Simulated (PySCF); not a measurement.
# C4H11NSi: a tour of settings

Which settings matter for C4H11NSi (`[SiH3]N1CCCC1`), and how do bad ones show?

The runs use PySCF 2.14.0, with density-fitted response routines of our own; the level of theory stands in each step. All values are computed, except where a source is named. Atoms are numbered from 0 throughout.

## (1) The molecule as given

17 atoms, charge 0, multiplicity 1; geometry from: GFN2-xTB.

Bonds of the start (Å): Si0–N1 1.71, N1–C2 1.44, C2–C3 1.52, C3–C4 1.53, C4–C5 1.54, C5–N1 1.45, Si0–H6 1.46, Si0–H7 1.46, Si0–H8 1.48, C2–H9 1.10, C2–H10 1.09, C3–H11 1.09, C3–H12 1.09, C4–H13 1.09, C4–H14 1.09, C5–H15 1.10, C5–H16 1.09.

## (2) Shielding tensors: PBE0/pcSseg-1

What the job is given:

```
{"job": {"kind": "nmr", "xc": "PBE0", "basis": "pcSseg-1"}, "charge": 0, "multiplicity": 1}
Si     2.359005     0.081844     0.104752
N      0.654559     0.041276    -0.018888
C     -0.229829     1.136185     0.304021
C     -1.540610     0.737029    -0.365079
C     -1.593101    -0.762464    -0.074716
C     -0.116801    -1.187205    -0.085095
H      2.745965     1.439395    -0.276003
H      2.855543    -0.938060    -0.820917
H      2.888669    -0.211948     1.450529
H     -0.377714     1.232126     1.390932
H      0.180923     2.074363    -0.070312
H     -1.472852     0.911670    -1.439180
H     -2.399880     1.275493     0.029821
H     -2.183041    -1.310134    -0.807351
H     -2.025922    -0.933298     0.911922
H      0.103723    -1.851537     0.759133
H      0.144366    -1.722706    -1.003481
```

Level: GIAO PBE0/pcSseg-1 NMR shielding, non-relativistic, gas phase.

Command:

```console
> OMP_NUM_THREADS=1 python probes_run.py task.json out
```

This one command runs all jobs of the session in turn.

The log of the run:

```text
coarse grid: 13856 points
cycle   1  E = -502.8021166083  dE =  6.074e-01  |g| = 3.740e-01  |ddm| = 3.591e+00
cycle   2  E = -502.7774943058  dE =  2.462e-02  |g| = 5.069e-01  |ddm| = 9.172e-01
cycle   3  E = -502.8371645523  dE = -5.967e-02  |g| = 6.098e-02  |ddm| = 5.808e-01
cycle   4  E = -502.8377825949  dE = -6.180e-04  |g| = 2.461e-02  |ddm| = 6.538e-02
cycle   5  E = -502.8379128816  dE = -1.303e-04  |g| = 6.716e-03  |ddm| = 2.608e-02
cycle   6  E = -502.8379224557  dE = -9.574e-06  |g| = 7.211e-04  |ddm| = 6.380e-03
final grid: 126848 points
cycle   7  E = -502.8721554466  dE = -3.043e-05  |g| = 8.185e-03  |ddm| = 2.879e-02
cycle   8  E = -502.8721425213  dE =  1.293e-05  |g| = 1.103e-02  |ddm| = 1.803e-02
cycle   9  E = -502.8721724174  dE = -2.990e-05  |g| = 9.020e-04  |ddm| = 1.065e-02
cycle  10  E = -502.8721725637  dE = -1.463e-07  |g| = 2.997e-04  |ddm| = 9.282e-04
cycle  11  E = -502.8721725814  dE = -1.772e-08  |g| = 3.742e-05  |ddm| = 2.747e-04
cycle  12  E = -502.8721725817  dE = -2.844e-10  |g| = 1.019e-05  |ddm| = 5.764e-05
converged SCF energy = -502.8721725817

GIAO shielding tensors (ppm)
atom      isotropic    diamagn.    paramagn.     s11        s22        s33       span
  0 Si     409.110     880.846    -471.736    364.637    375.625    487.068    122.432
  1 N      240.095     328.552     -88.457    176.923    265.430    277.932    101.009
  2 C      132.209     244.008    -111.800    101.371    131.337    163.918     62.547
  3 C      155.299     247.843     -92.544    134.403    159.976    171.518     37.115
  4 C      156.891     249.941     -93.050    128.591    168.710    173.371     44.780
  5 C      136.893     243.064    -106.171    104.493    132.837    173.350     68.856
  6 H       27.049      29.884      -2.835     23.326     25.569     32.254      8.928
  7 H       27.059      29.738      -2.679     23.449     25.280     32.448      8.999
  8 H       27.011      29.163      -2.152     23.278     24.616     33.140      9.862
  9 H       28.827      30.346      -1.519     23.262     27.251     35.968     12.706
 10 H       28.538      30.460      -1.923     23.645     27.512     34.455     10.810
 11 H       30.047      30.485      -0.438     25.507     27.555     37.080     11.573
 12 H       30.006      29.458       0.548     25.616     27.004     37.399     11.783
 13 H       29.688      29.668       0.020     25.204     26.924     36.937     11.733
 14 H       29.933      30.559      -0.627     24.919     27.909     36.969     12.050
 15 H       28.691      30.031      -1.340     23.208     27.786     35.080     11.871
 16 H       28.471      30.409      -1.938     23.058     27.098     35.258     12.200
```

Wall time 15 s (1 thread of Arm Neoverse V2, shared host); peak memory 0.75 GiB.

The references, computed at this level on geometries of the same kind, shield at (ppm): 1H TMS 31.72, 13C TMS 186.9, 29Si TMS 349.2, 15N NH3 267.7. Their shielding less the atom's gives the shift. The references are single molecules in the gas phase, so shifts against H2O, NH3, PH3, H3PO4 or CFCl3 are not on the usual liquid scales and can be off by tens of ppm. Atoms listed in one row are averaged.

```csv
atoms,environment,σ (ppm),δ (ppm),δ scaled to CDCl3
"C2, C5",sp3 CH2 bonded to N,134.6,52.4,49.2
"C3, C4",sp3 CH2 in a ring,156.1,30.8,28.2
"H6, H7, H8",hydrogen on a silicon bonded to N,27.04,4.68,–
"H9, H10, H15, H16",hydrogen on an sp3 CH2 bonded to N,28.63,3.09,3.01
"H11, H12, H13, H14",hydrogen on an sp3 CH2 in a ring,29.92,1.80,1.80
Si0,"silicon bonded to N, 3 H",409.1,-60.0,–
N1,"nitrogen bonded to 2 C, Si, in a 5-membered ring",240.1,27.6,–
```

The scaled column applies a straight-line fit of computed shieldings to shifts measured in CDCl3 (root-mean-square error 0.16 ppm for H, 1.9 ppm for C).

Charges from the same density, by scheme (e):

```csv
atoms,Mulliken,IAO,Hirshfeld,ESP fit
Si0,0.65,0.74,0.34,0.40
N1,-0.84,-0.53,-0.18,-0.28
"C2, C5",0.06,-0.15,-0.03,0.02
"C3, C4",-0.25,-0.26,-0.07,-0.07
```

Mayer bond orders: Si0–N1 0.98, N1–C2 0.93, C2–C3 1.02, C3–C4 1.04, C4–C5 1.02, C5–N1 0.92.

Ring of atoms N1, C2, C3, C4, C5: NICS(0) -7.5, NICS(1) -3.8, NICS(1)zz -5.5 ppm (means of both faces). The ring holds saturated atoms, so no π current runs round it: these values come from its σ bonds, any local π bonds and neighbouring rings, and say nothing of aromaticity.

## (3) Ultraviolet spectrum: PBE0/def2-SVPD

Same as in step 2 but for these lines:

```diff
@@ -1,2 +1,2 @@
-{"job": {"kind": "nmr", "xc": "PBE0", "basis": "pcSseg-1"}, "charge": 0, "multiplicity": 1}
+{"job": {"kind": "uv", "xc": "PBE0", "basis": "def2-SVPD", "nstates": 6, "ntriplets": 2}, "charge": 0, "multiplicity": 1}
 Si     2.359005     0.081844     0.104752
```

With the program's defaults for keys left out, this is: TDDFT PBE0/def2-SVPD, vertical, gas phase, core orbitals frozen in the response.

The log of the run:

```text
coarse grid: 13856 points
cycle   1  E = -502.5832132111  dE =  5.569e-01  |g| = 3.597e-01  |ddm| = 6.145e+00
cycle   2  E = -502.5574118866  dE =  2.580e-02  |g| = 4.976e-01  |ddm| = 1.201e+00
cycle   3  E = -502.6168590851  dE = -5.945e-02  |g| = 5.946e-02  |ddm| = 7.111e-01
cycle   4  E = -502.6174738240  dE = -6.147e-04  |g| = 2.624e-02  |ddm| = 1.317e-01
cycle   5  E = -502.6176299235  dE = -1.561e-04  |g| = 6.281e-03  |ddm| = 5.360e-02
cycle   6  E = -502.6176387725  dE = -8.849e-06  |g| = 7.838e-04  |ddm| = 1.618e-02
final grid: 126848 points
cycle   7  E = -502.6814777059  dE = -3.246e-05  |g| = 8.092e-03  |ddm| = 1.194e-01
cycle   8  E = -502.6814634809  dE =  1.423e-05  |g| = 1.111e-02  |ddm| = 2.623e-02
cycle   9  E = -502.6814946033  dE = -3.112e-05  |g| = 9.621e-04  |ddm| = 1.601e-02
cycle  10  E = -502.6814947870  dE = -1.837e-07  |g| = 2.743e-04  |ddm| = 1.692e-03
cycle  11  E = -502.6814948027  dE = -1.571e-08  |g| = 3.911e-05  |ddm| = 5.864e-04
cycle  12  E = -502.6814948031  dE = -3.664e-10  |g| = 1.045e-05  |ddm| = 1.412e-04
converged SCF energy = -502.6814948031

Static polarisability (au): isotropic 80.311, principal 69.746 79.151 92.036

Singlet excitations
state   eV       nm        f      main configurations
  1   5.3060    233.7   0.01074   H->L 0.96
  2   6.0676    204.3   0.01570   H->L+1 0.92
  3   6.2899    197.1   0.01062   H->L+2 0.91
  4   6.3050    196.6   0.00897   H->L+3 0.80, H->L+5 0.17
  5   6.5072    190.5   0.04936   H->L+4 0.78, H->L+5 0.13
  6   6.6699    185.9   0.00336   H->L+5 0.67, H->L+4 0.19, H->L+3 0.12

Triplet excitations (Tamm-Dancoff, eV): 5.1426 5.7914
```

It took 21 s on 1 thread of Arm Neoverse V2, shared host; peak memory 0.87 GiB.

The orbitals next to the gap, with their largest atomic shares:

```csv
orbital,eV,atoms
HOMO−3,-9.47,"Si0 36 %, H8 21 %, H7 17 %"
HOMO−2,-9.36,"Si0 26 %, H6 20 %, H7 10 %"
HOMO−1,-9.23,"C4 18 %, C3 18 %, H14 11 %"
HOMO,-6.12,"N1 53 %, C2 9 %, C5 8 %"
LUMO,0.47,"Si0 27 %, C5 8 %, C2 7 %"
LUMO+1,1.04,"Si0 48 %, H8 12 %, H7 11 %"
LUMO+2,1.17,"Si0 21 %, C4 12 %, C3 10 %"
```

With each of the 6 states as a Gaussian band of 0.4 eV half-width at 1/e, the curve within the window shown has maxima at 231 nm (ε 460), 193 nm (ε 3,000) L/(mol cm). Beyond the last state computed it falls off for lack of states. The curve at chosen wavelengths:

| nm | ε (L/mol/cm) |
| --- | --- |
| 178 | 653 |
| 181 | 1178 |
| 185 | 2024 |
| 188 | 2585 |
| 192 | 2987 |
| 195 | 2969 |
| 198 | 2723 |
| 202 | 2191 |
| 205 | 1750 |
| 209 | 1221 |
| 212 | 910 |
| 215 | 686 |
| 219 | 514 |
| 222 | 460 |
| 226 | 448 |
| 229 | 455 |
| 232 | 458 |
| 236 | 440 |
| 239 | 405 |
| 243 | 340 |
| 246 | 283 |
| 249 | 226 |
| 253 | 158 |
| 256 | 115 |
| 260 | 73 |
| 263 | 49 |

Further results of this job:

```csv
property,computed
dipole moment (D),1.17
polarisability (Å³),11.90
HOMO–LUMO gap (eV),6.59
−ε(HOMO) (eV),6.12
```

## (4) Spin-spin couplings: PBE0/3-21G

Same as in step 3 but for these lines:

```diff
@@ -1,2 +1,2 @@
-{"job": {"kind": "uv", "xc": "PBE0", "basis": "def2-SVPD", "nstates": 6, "ntriplets": 2}, "charge": 0, "multiplicity": 1}
+{"job": {"kind": "j", "xc": "PBE0", "basis": "3-21G", "scf": {"max_cycle": 1}}, "charge": 0, "multiplicity": 1}
 Si     2.359005     0.081844     0.104752
```

With the program's defaults for keys left out, this is: PBE0/3-21G indirect spin-spin coupling, non-relativistic, gas phase.

The log of the run:

```text
final grid: 126848 points
cycle   1  E = -500.1806048682  dE =  3.728e-01  |g| = 3.170e-01  |ddm| = 3.734e+00
SCF not converged, last energy = -500.1806048682
```

It took 1 s on 1 thread of Arm Neoverse V2, shared host; peak memory 0.55 GiB.

Diagnosis: The cap of 1 cycle ended the SCF at a gradient of 3.2e-01. Cure: raise the cap. Numbers printed on the way are no properties of the molecule.

## (5) Indirect couplings: PBE0/cc-pCVDZ

Same as in step 4 but for these lines:

```diff
@@ -1,2 +1,2 @@
-{"job": {"kind": "j", "xc": "PBE0", "basis": "3-21G", "scf": {"max_cycle": 1}}, "charge": 0, "multiplicity": 1}
+{"job": {"kind": "j", "xc": "PBE0", "basis": "cc-pCVDZ", "scf": {"guess": "1e", "max_cycle": 75}}, "charge": 0, "multiplicity": 1}
 Si     2.359005     0.081844     0.104752
```

Level: PBE0/cc-pCVDZ.

The log of the run:

```text
KeyError: 'Element h (Z=1) not found in basis cc-pCVDZ version 0'
```

It took 0.02 s on 1 thread of Arm Neoverse V2, shared host.

Diagnosis: The basis cc-pCVDZ has no functions for an element of the molecule, so the input was refused before any integral. The remedy is to choose a basis that covers all elements.

## (6) NMR shieldings: PBE0/pcSseg-1

Same as in step 5 but for these lines:

```diff
@@ -1,2 +1,2 @@
-{"job": {"kind": "j", "xc": "PBE0", "basis": "cc-pCVDZ", "scf": {"guess": "1e", "max_cycle": 75}}, "charge": 0, "multiplicity": 1}
+{"job": {"kind": "nmr", "xc": "PBE0", "basis": "pcSseg-1", "pop": false}, "charge": 0, "multiplicity": 1}
 Si     2.359005     0.081844     0.104752
```

With the program's defaults for keys left out, this is: GIAO PBE0/pcSseg-1 NMR shielding, non-relativistic, gas phase.

The log of the run:

```text
coarse grid: 13856 points
cycle   1  E = -502.8021166083  dE =  6.074e-01  |g| = 3.740e-01  |ddm| = 3.591e+00
cycle   2  E = -502.7774943058  dE =  2.462e-02  |g| = 5.069e-01  |ddm| = 9.172e-01
cycle   3  E = -502.8371645523  dE = -5.967e-02  |g| = 6.098e-02  |ddm| = 5.808e-01
cycle   4  E = -502.8377825949  dE = -6.180e-04  |g| = 2.461e-02  |ddm| = 6.538e-02
cycle   5  E = -502.8379128816  dE = -1.303e-04  |g| = 6.716e-03  |ddm| = 2.608e-02
cycle   6  E = -502.8379224557  dE = -9.574e-06  |g| = 7.211e-04  |ddm| = 6.380e-03
final grid: 126848 points
cycle   7  E = -502.8721554466  dE = -3.043e-05  |g| = 8.185e-03  |ddm| = 2.879e-02
cycle   8  E = -502.8721425213  dE =  1.293e-05  |g| = 1.103e-02  |ddm| = 1.803e-02
cycle   9  E = -502.8721724174  dE = -2.990e-05  |g| = 9.020e-04  |ddm| = 1.065e-02
cycle  10  E = -502.8721725637  dE = -1.463e-07  |g| = 2.997e-04  |ddm| = 9.282e-04
cycle  11  E = -502.8721725814  dE = -1.772e-08  |g| = 3.742e-05  |ddm| = 2.747e-04
cycle  12  E = -502.8721725817  dE = -2.844e-10  |g| = 1.019e-05  |ddm| = 5.764e-05
converged SCF energy = -502.8721725817

GIAO shielding tensors (ppm)
atom      isotropic    diamagn.    paramagn.     s11        s22        s33       span
  0 Si     409.110     880.846    -471.736    364.637    375.625    487.068    122.432
  1 N      240.095     328.552     -88.457    176.923    265.430    277.932    101.009
  2 C      132.209     244.008    -111.800    101.371    131.337    163.918     62.547
  3 C      155.299     247.843     -92.544    134.403    159.976    171.518     37.115
  4 C      156.891     249.941     -93.050    128.591    168.710    173.371     44.780
  5 C      136.893     243.064    -106.171    104.493    132.837    173.350     68.856
  6 H       27.049      29.884      -2.835     23.326     25.569     32.254      8.928
  7 H       27.059      29.738      -2.679     23.449     25.280     32.448      8.999
  8 H       27.011      29.163      -2.152     23.278     24.616     33.140      9.862
  9 H       28.827      30.346      -1.519     23.262     27.251     35.968     12.706
 10 H       28.538      30.460      -1.923     23.645     27.512     34.455     10.810
 11 H       30.047      30.485      -0.438     25.507     27.555     37.080     11.573
 12 H       30.006      29.458       0.548     25.616     27.004     37.399     11.783
 13 H       29.688      29.668       0.020     25.204     26.924     36.937     11.733
 14 H       29.933      30.559      -0.627     24.919     27.909     36.969     12.050
 15 H       28.691      30.031      -1.340     23.208     27.786     35.080     11.871
 16 H       28.471      30.409      -1.938     23.058     27.098     35.258     12.200
```

Wall time 13 s (1 thread of Arm Neoverse V2, shared host); peak memory 0.77 GiB.

This run: δ C2 52.4, C3 30.8, Si0 -60.0, N1 27.6, H6 4.68, H9 3.09 ppm (means over like atoms).

## (7) Outcome

```
                                                               quantity                                            value
13C shifts against TMS (PBE0/pcSseg-1, means over atoms taken as alike)                                   52.4, 30.8 ppm
 1H shifts against TMS (PBE0/pcSseg-1, means over atoms taken as alike)                             4.68, 3.09, 1.80 ppm
                                29Si shifts against TMS (PBE0/pcSseg-1)                                        -60.0 ppm
                                 15N shifts against NH3 (PBE0/pcSseg-1)                                         27.6 ppm
                                        lowest singlet (PBE0/def2-SVPD)                      5.31 eV (234 nm), f = 0.011
                               brightest single state of those computed                      state 5, 6.51 eV, f = 0.049
                                                         lowest triplet                                          5.14 eV
                                          property runs in this session  5, of which 2 failed and 0 gave unsound results
```

In words: Single values in the summary come from the first sound run of each kind (PBE0/pcSseg-1; PBE0/def2-SVPD), which need not be the best level. The most deshielded carbon is C2, C5 (mean) (sp3 CH2 bonded to N), at 52.4 ppm: pulled downfield by the heteroatom. At PBE0/pcSseg-1: Shielding is most anisotropic at Si0 (span 122 ppm, paramagnetic term -472 ppm). The first singlet state (HOMO→LUMO 0.96) lies at 5.31 eV and is weak; of the 6 states computed, the strongest absorption comes from state 5 at 6.51 eV. The lowest triplet lies 0.16 eV below the lowest singlet (triplets in Tamm-Dancoff, singlets in full TDDFT). At PBE0/def2-SVPD, states above −ε(HOMO) (6.12 eV) lie where TDDFT describes them poorly and they hang on the basis; the brightest is among them.
